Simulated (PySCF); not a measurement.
# AsBH₅P: NMR shieldings

Aim: compute the NMR shieldings of AsBH₅P (`PB[AsH2]`).

Programs: PySCF 2.14.0, with routines of our own; each step states its level. All values are computed. Atoms count from 0.

## Step 1: The system as given

8 atoms, charge 0, multiplicity 1; geometry from: GFN2-xTB.

## Step 2: NMR shieldings: PBE0/pcSseg-1 As:us-x2c-TZVPall-2c, spin–orbit

Job settings and geometry (Å):

```
{"job": {"kind": "hnmr", "xc": "PBE0", "basis": {"default": "pcSseg-1", "As": "us-x2c-TZVPall-2c"}, "rel": "so"}, "charge": 0, "multiplicity": 1}
P     -1.723461     0.066024     0.017493
B     -0.006145    -0.120557     0.699662
As     1.419738    -1.159652    -0.238849
H     -2.078645     1.318803     0.477595
H     -1.483313     0.460601    -1.286754
H      0.142138     0.161964     1.831087
H      2.508690    -0.172590     0.073056
H      1.230055    -0.545180    -1.597855
```

Level: PBE0/pcSseg-1 As:us-x2c-TZVPall-2c GIAO NMR shielding, X2C with spin-orbit coupling, screened-nuclear two-electron part, Gaussian nuclei, gas phase.

The run is started by

```bash
OMP_NUM_THREADS=1 python heavy_run.py task.json out
```

One launch serves the whole session: the jobs run in the order shown.

Output:

```text
spin-free SCF
coarse grid: 31288 points
cycle   1  E = -2630.2363782240  dE =  1.969e-02  |g| = 2.689e-01  |ddm| = 2.648e+00
cycle   2  E = -2630.2392576919  dE = -2.879e-03  |g| = 2.123e-01  |ddm| = 4.369e-01
cycle   3  E = -2630.2461413679  dE = -6.884e-03  |g| = 4.570e-02  |ddm| = 2.217e-01
cycle   4  E = -2630.2467355824  dE = -5.942e-04  |g| = 1.798e-02  |ddm| = 6.851e-02
cycle   5  E = -2630.2468446114  dE = -1.090e-04  |g| = 2.816e-03  |ddm| = 2.267e-02
cycle   6  E = -2630.2468470028  dE = -2.391e-06  |g| = 5.253e-04  |ddm| = 3.853e-03
final grid: 63072 points
cycle   7  E = -2630.2468079524  dE = -4.254e-08  |g| = 5.422e-04  |ddm| = 1.708e-03
cycle   8  E = -2630.2468079378  dE =  1.459e-08  |g| = 6.139e-04  |ddm| = 1.497e-03
cycle   9  E = -2630.2468080493  dE = -1.115e-07  |g| = 4.748e-05  |ddm| = 7.753e-04
cycle  10  E = -2630.2468080500  dE = -7.130e-10  |g| = 1.241e-05  |ddm| = 5.985e-05
converged SCF energy = -2630.2468080500
two-component SCF
cycle   1  E = -2630.2017656123  dE = -2.630e+03  |FDS-SDF| = 6.319e+00
cycle   2  E = -2630.2977605448  dE = -9.599e-02  |FDS-SDF| = 7.582e-02
cycle   3  E = -2630.2978216452  dE = -6.110e-05  |FDS-SDF| = 1.864e-03
cycle   4  E = -2630.2978232616  dE = -1.616e-06  |FDS-SDF| = 7.526e-04
cycle   5  E = -2630.2978233802  dE = -1.186e-07  |FDS-SDF| = 4.015e-04
cycle   6  E = -2630.2978234158  dE = -3.557e-08  |FDS-SDF| = 5.198e-05
cycle   7  E = -2630.2978234174  dE = -1.656e-09  |FDS-SDF| = 1.589e-05
converged, E = -2630.2978234174

Field gradients (au) and densities at the nuclei (bohr^-3)
atom        Vxx        Vyy        Vzz        centre      nuclear mean
  0 P      0.1965     0.7681    -0.9646       1939.242       1939.214
  1 B     -0.1970    -0.3076     0.5047         64.669         64.669
  2 As     0.5221     1.5991    -2.1212      31721.080      31701.740
  3 H     -0.0970    -0.1196     0.2166          0.360          0.360
  4 H     -0.0947    -0.1183     0.2130          0.360          0.360
  5 H     -0.1084    -0.1279     0.2363          0.378          0.378
  6 H     -0.0763    -0.0905     0.1668          0.334          0.334
  7 H     -0.0753    -0.0901     0.1655          0.337          0.337
without picture change
  2 As                          -2.1807                     47161.427

Core orbital energies (eV)
atom   shell        mean    spread
  0 P  1s        -2106.856   0.000
  0 P  2s         -180.760   0.000
  0 P  3s          -18.812   0.000
  0 P  2p1/2      -129.778   0.000
  0 P  2p3/2      -128.869   0.063
  2 As 1s       -11766.016   0.000
  2 As 2s        -1507.235   0.000
  2 As 3s         -198.363   0.000
  2 As 4s          -18.419   0.000
  2 As 2p1/2     -1345.006   0.000
  2 As 2p3/2     -1308.622   0.019
  2 As 3p1/2      -143.435   0.000
  2 As 3p3/2      -138.347   0.072
  2 As 3d3/2       -44.398   0.090
  2 As 3d5/2       -43.688   0.121

Shielding tensors (ppm)
atom      isotropic    diamagn.    paramagn.     s11        s22        s33       span
  0 P       460.27      950.72     -490.45     330.76     461.02     589.04     258.28
  1 B        -5.00      195.17     -200.17    -123.39     -35.33     143.72     267.11
  2 As     1973.20     2763.71     -790.51    1759.79    1958.85    2200.95     441.17
  3 H        28.08       29.95       -1.87      23.93      25.30      35.01      11.08
  4 H        28.32       30.74       -2.42      23.10      27.99      33.87      10.77
  5 H        20.74       29.67       -8.94      10.61      25.58      26.02      15.42
  6 H        28.85       28.69        0.16      22.50      24.46      39.58      17.08
  7 H        29.13       29.49       -0.36      21.79      26.42      39.17      17.38
```

Wall time 72 s (1 thread of Arm Neoverse N1, shared host); peak memory 0.89 GiB.

From this job:

```csv
quantity,value
energy from spin-orbit coupling,-0.0510 Eh
```

## Step 3: NMR shieldings: PBE0/pcSseg-1 As:us-x2c-TZVPall-2c, spin-free

Settings changed since step 2:

```diff
@@ -1,2 +1,2 @@
-{"job": {"kind": "hnmr", "xc": "PBE0", "basis": {"default": "pcSseg-1", "As": "us-x2c-TZVPall-2c"}, "rel": "so"}, "charge": 0, "multiplicity": 1}
+{"job": {"kind": "hnmr", "xc": "PBE0", "basis": {"default": "pcSseg-1", "As": "us-x2c-TZVPall-2c"}, "rel": "sf"}, "charge": 0, "multiplicity": 1}
 P     -1.723461     0.066024     0.017493
```

With the program's defaults for keys left out, this is: PBE0/pcSseg-1 As:us-x2c-TZVPall-2c GIAO NMR shielding, spin-free X2C, Gaussian nuclei, gas phase.

Output:

```text
spin-free SCF
coarse grid: 31288 points
cycle   1  E = -2630.2363782240  dE =  1.969e-02  |g| = 2.689e-01  |ddm| = 2.648e+00
cycle   2  E = -2630.2392576919  dE = -2.879e-03  |g| = 2.123e-01  |ddm| = 4.369e-01
cycle   3  E = -2630.2461413679  dE = -6.884e-03  |g| = 4.570e-02  |ddm| = 2.217e-01
cycle   4  E = -2630.2467355824  dE = -5.942e-04  |g| = 1.798e-02  |ddm| = 6.851e-02
cycle   5  E = -2630.2468446114  dE = -1.090e-04  |g| = 2.816e-03  |ddm| = 2.267e-02
cycle   6  E = -2630.2468470028  dE = -2.391e-06  |g| = 5.253e-04  |ddm| = 3.853e-03
final grid: 63072 points
cycle   7  E = -2630.2468079524  dE = -4.254e-08  |g| = 5.422e-04  |ddm| = 1.708e-03
cycle   8  E = -2630.2468079378  dE =  1.459e-08  |g| = 6.139e-04  |ddm| = 1.497e-03
cycle   9  E = -2630.2468080493  dE = -1.115e-07  |g| = 4.748e-05  |ddm| = 7.753e-04
cycle  10  E = -2630.2468080500  dE = -7.130e-10  |g| = 1.241e-05  |ddm| = 5.985e-05
converged SCF energy = -2630.2468080500
check of the scalar solution
cycle   1  E = -2630.2468080500  dE = -2.630e+03  |FDS-SDF| = 1.241e-05
cycle   2  E = -2630.2468080500  dE =  1.864e-11  |FDS-SDF| = 1.439e-05
converged, E = -2630.2468080500

Field gradients (au) and densities at the nuclei (bohr^-3)
atom        Vxx        Vyy        Vzz        centre      nuclear mean
  0 P      0.1965     0.7682    -0.9647       1939.248       1939.220
  1 B     -0.1971    -0.3076     0.5047         64.669         64.669
  2 As     0.5217     1.5987    -2.1204      31719.362      31700.022
  3 H     -0.0970    -0.1196     0.2166          0.360          0.360
  4 H     -0.0947    -0.1183     0.2130          0.360          0.360
  5 H     -0.1084    -0.1279     0.2363          0.378          0.378
  6 H     -0.0763    -0.0905     0.1668          0.334          0.334
  7 H     -0.0754    -0.0901     0.1655          0.337          0.337
without picture change
  2 As                          -2.1798                     47161.788

Core orbital energies (eV)
atom   shell        mean    spread
  0 P  1s        -2106.856   0.000
  0 P  2s         -180.760   0.000
  0 P  3s          -18.812   0.000
  0 P  2p         -129.171   0.106
  2 As 1s       -11766.171   0.000
  2 As 2s        -1507.264   0.000
  2 As 3s         -198.367   0.000
  2 As 4s          -18.420   0.000
  2 As 2p        -1320.583   0.033
  2 As 3p         -140.018   0.121
  2 As 3d          -43.973   0.160

Shielding tensors (ppm)
atom      isotropic    diamagn.    paramagn.     s11        s22        s33       span
  0 P       472.29      963.15     -490.86     345.75     472.33     598.80     253.06
  1 B        -8.74      195.05     -203.78    -129.77     -37.03     140.59     270.36
  2 As     1763.54     2889.15    -1125.61    1570.23    1737.47    1982.91     412.68
  3 H        28.03       29.97       -1.94      23.80      25.20      35.08      11.28
  4 H        28.27       30.74       -2.47      23.18      27.81      33.81      10.64
  5 H        21.08       29.67       -8.59      10.93      25.87      26.43      15.50
  6 H        28.16       28.77       -0.60      21.65      23.24      39.60      17.96
  7 H        28.30       29.49       -1.18      20.99      24.93      38.99      18.01
```

It took 24 s on 1 thread of Arm Neoverse N1, shared host; peak memory 0.8 GiB.

## Step 4: Shieldings side by side

```csv
run,As2,P0,B1,H7,H6,H5,H3,time
"step 2, PBE0/pcSseg-1 As:us-x2c-TZVPall-2c, spin–orbit",1973.2,460.3,-5.0,29.1,28.8,20.7,28.1,72 s
"step 3, PBE0/pcSseg-1 As:us-x2c-TZVPall-2c, spin-free",1763.5,472.3,-8.7,28.3,28.2,21.1,28.0,24 s
```

## Step 5: What came out

| quantity | value |
| --- | --- |
| energy from spin-orbit coupling (step 2, PBE0/pcSseg-1 As:us-x2c-TZVPall-2c, spin–orbit) | -0.0510 Eh |
| shieldings (step 2, PBE0/pcSseg-1 As:us-x2c-TZVPall-2c, spin–orbit) | P0 460.3, B1 -5.0, As2 1973.2 ppm |
| shieldings (step 3, PBE0/pcSseg-1 As:us-x2c-TZVPall-2c, spin-free) | P0 472.3, B1 -8.7, As2 1763.5 ppm |

In words: In step 2, As2 has the widest tensor, 441 ppm. As2 moves most between the runs, by 210 ppm; the labels say what changes from run to run.
